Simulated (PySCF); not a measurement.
# C7H9P: the cost of one run

Computed with PySCF 2.14.0 and routines of our own; the level stands in each step. Atoms count from 0.

### 1 The system as given

17 atoms, charge 0, multiplicity 1; geometry from: GFN2-xTB.

### 2 Magnetic properties: GIAO CAM-B3LYP/pcSseg-1

Job settings and geometry (Å):

```
{"job": {"kind": "mag", "xc": "CAM-B3LYP", "basis": "pcSseg-1", "isotopologues": 2}, "charge": 0, "multiplicity": 1}
C     -0.621613     1.767776     0.315917
C      0.226950     0.559574     0.055440
C      1.601887     0.719824    -0.067264
C      2.497979    -0.299195    -0.305760
P      2.075348    -1.966520    -0.498132
C      0.359412    -1.847141    -0.299094
C     -0.374380    -0.700107    -0.059925
C     -1.864587    -0.817041     0.078660
H     -1.353328     1.904932    -0.480260
H     -0.008132     2.663258     0.377170
H     -1.169217     1.661064     1.252342
H      1.997345     1.724233     0.032184
H      3.549447    -0.050667    -0.380247
H     -0.183344    -2.782862    -0.373904
H     -2.366922    -0.217451    -0.679967
H     -2.184605    -1.850109    -0.031860
H     -2.189238    -0.457536     1.054790
```

With the program's defaults for keys left out, this is: GIAO CAM-B3LYP/pcSseg-1 magnetisability, rotational g tensor and spin-rotation constants, non-relativistic, gas phase.

On the command line:

```console
$ OMP_NUM_THREADS=1 python excited_run.py task.json out
```

The driver reads the jobs from task.json and runs them one after another.

Q: Estimate the wall time and peak memory of this first job on 1 thread of Intel Xeon Platinum 8259CL at 2.50GHz, shared host.

About 93 s, with a peak of 1 GiB.
